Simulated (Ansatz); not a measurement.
This script for a rigid scan of one bond length of CH₃FOSb, SMILES C[O][Sb][F] with the Python package of Ansatz (0.2.0) holds a mistake.

Script `ch3fosb_scan.py`:
```python
"""Potential curve of CH3FOSb along one bond."""

import ansatz as az
import numpy as np

geometry_ang = [
    ("C", [-0.4321, 0.3617, 0.6015]),
    ("O", [0.8806, 0.4147, 0.2776]),
    ("Sb", [1.0267, -0.068, -1.7047]),
    ("F", [1.0998, -2.0114, -1.2759]),
    ("H", [-1.0245, 1.1512, -0.0379]),
    ("H", [-0.9097, -0.5905, 0.4305]),
    ("H", [-0.5796, 0.6743, 1.6632]),
]
system = az.Crystal.molecule()
for symbol, xyz in geometry_ang:
    system = system.atom(symbol, xyz)

symbols = [site.symbol for site in system.cartesian_sites]
start = np.array([site.position_ang for site in system.cartesian_sites])
axis = (start[3] - start[2]) / np.linalg.norm(start[3] - start[2])
moving = [3]
lengths, energies = [1.753, 1.832, 1.912, 1.991, 2.071, 2.151, 2.23, 2.35], []
for length in lengths:
    xyz = start.copy()
    xyz[moving] += (length - np.linalg.norm(start[3] - start[2])) * axis
    point = az.Crystal.molecule()
    for symbol, place in zip(symbols, xyz):
        point = point.atom(symbol, place.tolist())
    model = (
        point.calculation()
        .basis(gaussian="def2-SVP")
        .functional("B3LYP")
        .spin("collinear", total=1)  # two spin channels
    )
    rep = model.run(cores=2).report
    energies.append(rep["free_energy_ev"])
    print(f"r = {length:6.3f} A  E = {energies[-1]:.5f} eV  <S^2> = {abs(rep['mean_field']['state']['spin_squared']):.3f}")

# quartic fit about the minimum
fit = np.polynomial.Polynomial.fit(lengths, np.array(energies) - min(energies), 4).convert()
roots = [r.real for r in fit.deriv().roots() if abs(r.imag) < 1e-9 and fit.deriv(2)(r.real) > 0]
r_e = min(roots, key=lambda r: abs(r - lengths[int(np.argmin(energies))]))
print(f"minimum of the fit at {r_e:.4f} A, force constant {fit.deriv(2)(r_e):.2f} eV/A^2")
```

`python ch3fosb_scan.py` gives:
```text
Traceback (most recent call last):
  File "ch3fosb_scan.py", line 36, in <module>
    rep = model.run(cores=2).report
          ~~~~~~~~~^^^^^^^^^
TypeError: Calculation.run() got an unexpected keyword argument 'cores'
```

Why does it end like this?

The fault: run() has no such keyword. The change:

```diff
--- before
+++ after
@@ -35,3 +35,3 @@
     )
-    rep = model.run(cores=2).report
+    rep = model.run().report
     energies.append(rep["free_energy_ev"])
```

After the fix:

```console
$ python ch3fosb_scan.py
r =  1.753 A  E = -12383.90333 eV  <S^2> = 0.752
r =  1.832 A  E = -12384.34055 eV  <S^2> = 0.752
r =  1.912 A  E = -12384.52246 eV  <S^2> = 0.752
r =  1.991 A  E = -12384.52560 eV  <S^2> = 0.752
r =  2.071 A  E = -12384.40899 eV  <S^2> = 0.752
r =  2.151 A  E = -12384.21419 eV  <S^2> = 0.752
r =  2.230 A  E = -12383.97473 eV  <S^2> = 0.752
r =  2.350 A  E = -12383.56600 eV  <S^2> = 0.753
minimum of the fit at 1.9518 A, force constant 23.35 eV/A^2
```

Caveats:
- Total energies depend on the basis set; only differences at equal settings carry meaning.
- The rest of the molecule is held rigid at a force-field or estimated start geometry, and the basis set is modest; single-reference methods fail as a bond breaks.
- def2 sets replace the cores of elements past krypton by effective core potentials.
- The run takes the species as open-shell (spin multiplicity 2), which needn't be its ground state.
- b3lyp holds the VWN-RPA fit, as in Gaussian; the form of ORCA and Turbomole is b3lyp5.
- Spin-orbit coupling of the heavy open-shell atom is left out.
- Timing: 46 s on 1 thread of Arm Neoverse V1, with other jobs on the host, peak memory 0.29 GiB.
